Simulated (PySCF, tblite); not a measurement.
# C₅H₁₁OSi radical: geometry, infrared bands and EPR parameters

Wanted: the infrared bands and EPR parameters of C₅H₁₁OSi radical (`C[Si@H]1[CH]COCC1`), by calculation.

The runs use tblite 0.8.0 and PySCF 2.14.0, with density-fitted response routines of our own; the level of theory stands in each step. All values are computed, except where a source is named. Atoms are numbered from 0 throughout.

## Step 1: The starting structure

18 atoms, charge 0, multiplicity 2; geometry from: force field or distance geometry start.

Bonds of the start (Å): C0–Si1 1.87, Si1–C2 1.88, C2–C3 1.54, C3–O4 1.39, O4–C5 1.41, C5–C6 1.51, C6–Si1 1.88, C0–H7 1.10, C0–H8 1.11, C0–H9 1.11, Si1–H10 1.47, C2–H11 1.11, C3–H12 1.09, C3–H13 1.10, C5–H14 1.09, C5–H15 1.11, C6–H16 1.09, C6–H17 1.11.

## Step 2: Optimising the geometry with GFN2-xTB

Job settings and geometry (Å):

```
{"job": {"kind": "relax", "xc": "GFN2-xTB", "basis": "xTB"}, "charge": 0, "multiplicity": 2}
C      2.480200    -0.699800    -0.020300
Si     0.782900    -0.347300    -0.721700
C     -0.504300    -1.554900    -0.086800
C     -1.842800    -0.843200    -0.366000
O     -1.851000     0.293900     0.428300
C     -1.338000     1.342500    -0.355900
C      0.169500     1.356700    -0.232500
H      2.455100    -1.287100     0.913200
H      3.026000     0.242900     0.171800
H      3.001700    -1.319100    -0.774800
H      0.832800    -0.499100    -2.184200
H     -0.417000    -1.739700     1.000800
H     -1.884300    -0.552700    -1.418200
H     -2.654100    -1.553800    -0.137500
H     -1.648600     1.222600    -1.399000
H     -1.702800     2.320700     0.012200
H      0.626200     2.069900    -0.925300
H      0.459700     1.553700     0.819500
```

Launch:

```sh
$ OMP_NUM_THREADS=1 python probes_run.py task.json out
```

The driver reads the jobs from task.json and runs them one after another.

Output:

```text
step      E/eV     max force
  0    -598.37375    2.461
  1    -598.58042    1.058
  2    -598.69857    0.687
  3    -598.75953    0.798
  4    -598.84381    0.698
  5    -598.90063    0.554
  6    -598.94346    0.506
  7    -598.96879    0.319
  8    -598.98597    0.271
  9    -598.99790    0.258
 10    -599.00854    0.238
 11    -599.01703    0.189
 12    -599.02313    0.166
 13    -599.02792    0.138
 14    -599.03239    0.132
 15    -599.03625    0.130
 16    -599.03917    0.150
 17    -599.04169    0.153
 18    -599.04460    0.132
 19    -599.04795    0.128
 20    -599.05102    0.124
 21    -599.05336    0.124
 22    -599.05537    0.138
 23    -599.05787    0.133
 24    -599.06142    0.165
 25    -599.06610    0.186
 26    -599.07153    0.157
 27    -599.07698    0.145
 28    -599.08215    0.170
 29    -599.08728    0.180
 30    -599.09099    0.325
 31    -599.08852    0.617
 32    -599.09724    0.155
 33    -599.09961    0.164
 34    -599.10497    0.303
 35    -599.10849    0.260
 36    -599.11368    0.350
 37    -599.11696    0.147
 38    -599.11994    0.263
 39    -599.12273    0.207
 40    -599.12761    0.159
 41    -599.12963    0.111
 42    -599.13308    0.178
 43    -599.13601    0.123
 44    -599.13849    0.201
 45    -599.14096    0.091
 46    -599.14208    0.098
 47    -599.14295    0.111
 48    -599.14411    0.122
 49    -599.14555    0.110
 50    -599.14754    0.099
 51    -599.14984    0.136
 52    -599.15195    0.147
 53    -599.15406    0.121
 54    -599.15574    0.082
 55    -599.15712    0.066
 56    -599.15801    0.077
 57    -599.15900    0.091
 58    -599.16024    0.079
 59    -599.16181    0.110
 60    -599.16308    0.067
 61    -599.16407    0.073
 62    -599.16482    0.071
 63    -599.16606    0.070
 64    -599.16725    0.065
 65    -599.16816    0.069
 66    -599.16879    0.063
 67    -599.16954    0.063
 68    -599.17046    0.068
 69    -599.17132    0.074
 70    -599.17200    0.080
 71    -599.17269    0.065
 72    -599.17360    0.068
 73    -599.17472    0.076
 74    -599.17592    0.097
 75    -599.17703    0.114
 76    -599.17815    0.078
 77    -599.17920    0.100
 78    -599.18006    0.073
 79    -599.18051    0.047
 80    -599.18088    0.045
 81    -599.18129    0.044
 82    -599.18180    0.055
 83    -599.18224    0.051
 84    -599.18262    0.046
 85    -599.18298    0.042
 86    -599.18343    0.046
 87    -599.18391    0.048
 88    -599.18439    0.055
 89    -599.18477    0.052
 90    -599.18512    0.049
 91    -599.18543    0.045
 92    -599.18581    0.049
 93    -599.18621    0.049
 94    -599.18656    0.040
 95    -599.18681    0.033
 96    -599.18695    0.024
 97    -599.18703    0.021
 98    -599.18708    0.016
 99    -599.18715    0.016
100    -599.18721    0.018
101    -599.18725    0.014
102    -599.18728    0.012
103    -599.18730    0.013
104    -599.18735    0.016
105    -599.18742    0.016
106    -599.18749    0.017
107    -599.18756    0.021
108    -599.18761    0.018
109    -599.18766    0.014
110    -599.18771    0.017
111    -599.18777    0.016
112    -599.18781    0.014
113    -599.18784    0.013
114    -599.18787    0.013
115    -599.18790    0.014
116    -599.18793    0.012
117    -599.18795    0.009
```

It took 1.2 s on 1 thread of AMD EPYC, shared host.

Relaxation path: (not every step is listed)

```
step  energy from step 0 (eV)  largest force (eV/Å)
   0                   0.0000                2.4609
   1                  -0.2067                1.0577
   2                  -0.3248                0.6870
   3                  -0.3858                0.7982
   4                  -0.4701                0.6980
   5                  -0.5269                0.5538
   6                  -0.5697                0.5056
   7                  -0.5950                0.3193
   8                  -0.6122                0.2712
  18                  -0.6708                0.1322
  28                  -0.7084                0.1700
  38                  -0.7462                0.2626
  48                  -0.7704                0.1219
  58                  -0.7865                0.0792
  68                  -0.7967                0.0678
  78                  -0.8063                0.0726
  88                  -0.8106                0.0555
  98                  -0.8133                0.0164
 108                  -0.8139                0.0175
 112                  -0.8141                0.0138
 113                  -0.8141                0.0131
 114                  -0.8141                0.0133
 115                  -0.8142                0.0137
 116                  -0.8142                0.0118
 117                  -0.8142                0.0085
```

Close pairs (by a distance rule), those that changed most:

```
  bond  before (Å)  after (Å)  change (Å)
 C2–C3       1.541      1.478      -0.063
C0–Si1       1.870      1.902      +0.032
Si1–C6       1.876      1.904      +0.028
C2–H11       1.107      1.079      -0.028
Si1–C2       1.876      1.849      -0.027
 C0–H9       1.107      1.085      -0.022
 C0–H8       1.106      1.085      -0.021
C3–H12       1.092      1.113      +0.021
```

The end geometry stands in the next job.

## Step 3: Infrared spectrum with GFN2-xTB

Job settings and geometry (Å):

```
{"job": {"kind": "ir", "xc": "GFN2-xTB", "basis": "xTB"}, "charge": 0, "multiplicity": 2}
C      2.462976    -0.707531     0.178237
Si     0.900705    -0.254875    -0.806840
C     -0.514634    -1.397684    -0.477214
C     -1.843033    -0.887262    -0.076821
O     -1.896719     0.425598     0.417164
C     -1.314715     1.410508    -0.410610
C      0.207040     1.447769    -0.310746
H      2.277187    -0.738061     1.247525
H      3.255241     0.011315    -0.003378
H      2.827553    -1.683141    -0.124792
H      1.235299    -0.231224    -2.249322
H     -0.484479    -2.457289    -0.678126
H     -2.531259    -0.979828    -0.946808
H     -2.275793    -1.503802     0.723101
H     -1.619215     1.248247    -1.455108
H     -1.749274     2.354729    -0.066520
H      0.578603     2.246849    -0.950379
H      0.475757     1.702001     0.714221
```

Output:

```text
mode    cm-1     km/mol
  1      51.8      0.34
  2     121.2      0.20
  3     131.0      2.18
  4     168.2      4.52
  5     213.4      5.63
  6     269.1      7.87
  7     340.0     12.55
  8     422.8      3.70
  9     449.1     19.77
 10     576.1     15.58
 11     625.2     74.58
 12     636.7     61.65
 13     671.7     37.03
 14     743.3     15.35
 15     769.1      6.90
 16     791.8     76.39
 17     833.0     95.56
 18     844.4    160.87
 19     877.1      7.61
 20     892.6     42.63
 21     988.7     33.63
 22    1004.9     57.36
 23    1074.0     27.25
 24    1141.3     42.64
 25    1155.8     12.19
 26    1181.4     14.82
 27    1227.9      2.70
 28    1263.8     26.80
 29    1304.8      5.22
 30    1316.3      5.79
 31    1346.6     18.57
 32    1363.1      3.69
 33    1415.1     17.10
 34    1467.3      1.96
 35    1477.1      0.61
 36    1483.9      0.29
 37    1490.8      0.26
 38    2101.7    326.55
 39    2685.6     56.87
 40    2866.4     67.45
 41    2883.9     28.22
 42    2938.8     55.73
 43    2993.3     50.44
 44    3002.3     22.82
 45    3041.7     18.92
 46    3048.9     29.12
 47    3055.3     26.49
 48    3074.3     40.30
```

Wall time 1.2 s (1 thread of AMD EPYC, shared host).

The strongest bands and the atoms that carry them (share of the mass-weighted mode):

```
cm⁻¹  km/mol                                 atoms
 625    74.6                              H10 68 %
 637    61.6                              H10 70 %
 792    76.4  Si1 19 %, C6 19 %, H16 17 %, C0 12 %
 833    95.6             H7 33 %, H9 22 %, C0 15 %
 844   160.9            H8 24 %, Si1 19 %, H9 16 %
1005    57.4  H11 19 %, O4 16 %, C5 12 %, H15 10 %
2102   326.6                              H10 97 %
2866    67.5                              H14 91 %
```

## Step 4: g tensor and hyperfine couplings: B3LYP/pcH-1

Settings changed since step 3:

```diff
@@ -1,2 +1,2 @@
-{"job": {"kind": "ir", "xc": "GFN2-xTB", "basis": "xTB"}, "charge": 0, "multiplicity": 2}
+{"job": {"kind": "epr", "basis": "pcH-1"}, "charge": 0, "multiplicity": 2}
 C      2.462976    -0.707531     0.178237
```

Level: UKS B3LYP, pcH-1 on C H O Si, non-relativistic, mean-field spin-orbit, GIAO.

Output:

```text
UKS, coarse grid
  cycle   1  E = -561.74197345  |g| = 5.28e-01
  cycle   2  E = -561.63053900  |g| = 7.56e-01
  cycle   3  E = -561.85306746  |g| = 9.84e-02
  cycle   4  E = -561.85603459  |g| = 4.08e-02
  cycle   5  E = -561.85675559  |g| = 7.33e-03
  cycle   6  E = -561.85678282  |g| = 2.03e-03
  cycle   7  E = -561.85678552  |g| = 1.04e-03
  cycle   8  E = -561.85678680  |g| = 3.96e-04
UKS, final grid
  cycle   1  E = -561.85682485  |g| = 5.01e-04
  cycle   2  E = -561.85682475  |g| = 6.77e-04
  cycle   3  E = -561.85682499  |g| = 4.09e-05
  cycle   4  E = -561.85682499  |g| = 1.64e-05
E = -561.85682499 Eh   <S^2> = 0.7536 (exact 0.7500)
g shifts (ppm)      1          2          3
  rmc          -126       -126       -126
  gc              1         26         22
  oz_so         -69        465        674
  total        -194        365        570
hyperfine (MHz)  atom isotope    a_iso     a_fc   dipolar eigenvalues
    0   13C      26.05      26.06     -2.47     -2.27      4.74
    1  29Si      42.18      42.25     -2.14     -0.50      2.64
    2   13C      80.46      80.55    -74.48    -73.66    148.14
    3   13C     -33.51     -33.52     -2.97      1.01      1.96
    4   17O       1.53       1.53     -2.08      0.69      1.39
    5   13C      -1.37      -1.37     -0.69     -0.37      1.06
    6   13C      -0.86      -0.86     -0.59     -0.42      1.01
    7    1H      -1.56      -1.56     -2.99     -1.29      4.28
    8    1H       5.41       5.41     -1.86     -1.07      2.93
    9    1H      -1.66      -1.66     -2.42     -1.41      3.83
   10    1H      65.95      65.95     -3.45     -1.61      5.05
   11    1H     -54.89     -54.90    -35.43     -0.78     36.21
   12    1H     145.47     145.47     -5.99     -2.62      8.61
   13    1H      95.94      95.94     -5.11     -3.94      9.04
   14    1H       1.75       1.75     -2.54     -2.05      4.59
   15    1H       2.04       2.04     -1.15     -1.07      2.22
   16    1H      -1.19      -1.19     -1.20     -1.15      2.35
   17    1H      -0.22      -0.22     -1.66     -1.53      3.20
```

Run time: 2.1 min. Hardware: 1 thread of AMD EPYC, shared host; peak memory 0.97 GiB.

Principal g values 2.00212, 2.00268, 2.00289; g(iso) = 2.00257, against 2.00232 for a free electron.

Hyperfine couplings; where a row names several nuclei, a(iso) is their mean (it holds for fast rotation or exchange) and the dipolar term the largest among them:

```
nuclei  isotope  a(iso) (MHz)  a(iso) (G, at g = 2.0023)  largest dipolar term (MHz)
   H12       1H         145.5                       51.9                         8.6
   H13       1H          95.9                       34.2                         9.0
    C2      13C          80.5                       28.7                       148.1
   H10       1H          66.0                       23.5                         5.1
   H11       1H         -54.9                      -19.6                        36.2
   Si1     29Si          42.2                       15.1                         2.6
    C3      13C         -33.5                      -12.0                        -3.0
    C0      13C          26.1                        9.3                         4.7
   H15       1H           2.0                        0.7                         2.2
   H14       1H           1.8                        0.6                         4.6
    O4      17O           1.5                        0.5                        -2.1
    C5      13C          -1.4                       -0.5                         1.1
   H16       1H          -1.2                       -0.4                         2.3
    C6      13C          -0.9                       -0.3                         1.0
```

Mulliken spin populations:

C0 0.02; Si1 -0.02; C2 0.98; C3 -0.08; O4 0.00; C5 0.00; C6 0.00; H7 0.00; H8 0.00; H9 0.00; H10 0.04; H11 -0.04; H12 0.06; H13 0.04; H14 0.00; H15 0.00; H16 0.00; H17 0.00

In first order the couplings over 0.8 MHz of 1H give 128 distinct lines over 131.0 G, if the averaged nuclei exchange fast.

The fields below are evaluated on a grid from the run's orbitals.

ELF in a plane through or near 7 of the atoms.

Values, 10 rows by 14 columns:
```
0.00 0.00 0.00 0.00 0.00 0.00 0.00 0.00 0.00 0.00 0.00 0.00 0.00 0.00
0.00 0.00 0.00 0.00 0.00 0.00 0.01 0.02 0.00 0.00 0.00 0.00 0.00 0.00
0.00 0.00 0.00 0.00 0.00 0.06 0.91 0.96 0.09 0.13 0.34 0.01 0.00 0.00
0.00 0.00 0.24 0.63 0.01 0.06 0.73 0.79 0.44 0.68 0.64 0.05 0.00 0.00
0.00 0.03 0.93 0.99 0.43 0.32 0.93 0.78 0.70 0.52 0.20 0.01 0.00 0.00
0.00 0.02 0.20 0.70 0.74 0.20 0.19 0.50 0.05 0.12 0.04 0.00 0.00 0.00
0.00 0.02 0.94 1.00 0.51 0.19 0.84 0.47 0.88 0.91 0.95 0.19 0.00 0.00
0.00 0.00 0.04 0.28 0.01 0.05 0.95 0.99 0.14 0.22 0.38 0.04 0.00 0.00
0.00 0.00 0.00 0.00 0.00 0.02 0.77 0.87 0.03 0.00 0.00 0.00 0.00 0.00
0.00 0.00 0.00 0.00 0.00 0.00 0.00 0.00 0.00 0.00 0.00 0.00 0.00 0.00
```
The map spans 11.6 Å across and 10.2 Å up, centred on the molecule. Atoms in the plane (x, y in Å): C0 (-2.6, -0.2), C2 (0.2, -1.5), C3 (1.6, -1.3), C5 (1.6, 1.1), C6 (0.1, 1.5), H8 (-3.2, 0.7), H9 (-3.1, -1.0).

On the surface of density 0.002 e/bohr³ the electrostatic potential runs, from the 1st to the 99th percentile, from -1.45 V near O4 to 0.83 V near H11.

The spin density lies nearest to C2 68 %; H11 8 %.

## Step 5: What came out

| quantity | value |
| --- | --- |
| strongest single infrared mode (GFN2-xTB) | 2102 cm⁻¹, 327 km/mol |
| zero-point energy (GFN2-xTB) | 91.2 kcal/mol |
| g(iso) (B3LYP) | 2.00257 |
| ⟨S²⟩ | 0.754 (exact 0.75) |
| largest a(iso) (averaged by class) | 1H on H12, 145.5 MHz |
| surface potential, 1st and 99th percentile | -1.45 V and 0.83 V |

**Reading.** The optimisation took 117 steps and gained 0.814 eV; among the close pairs (by a distance rule), C2–C3 changed most, from 1.541 to 1.478 Å. No mode is imaginary among the 48: a minimum at this level. The strongest single mode, at 2102 cm⁻¹, moves mainly H10. Unscaled tight-binding wavenumbers are off by several per cent, some by more. Its intensities can rank the bands wrongly. Most of the unpaired spin sits on C2 (0.98 e). The isotropic g lies 0.2 ppt above the free-electron value.
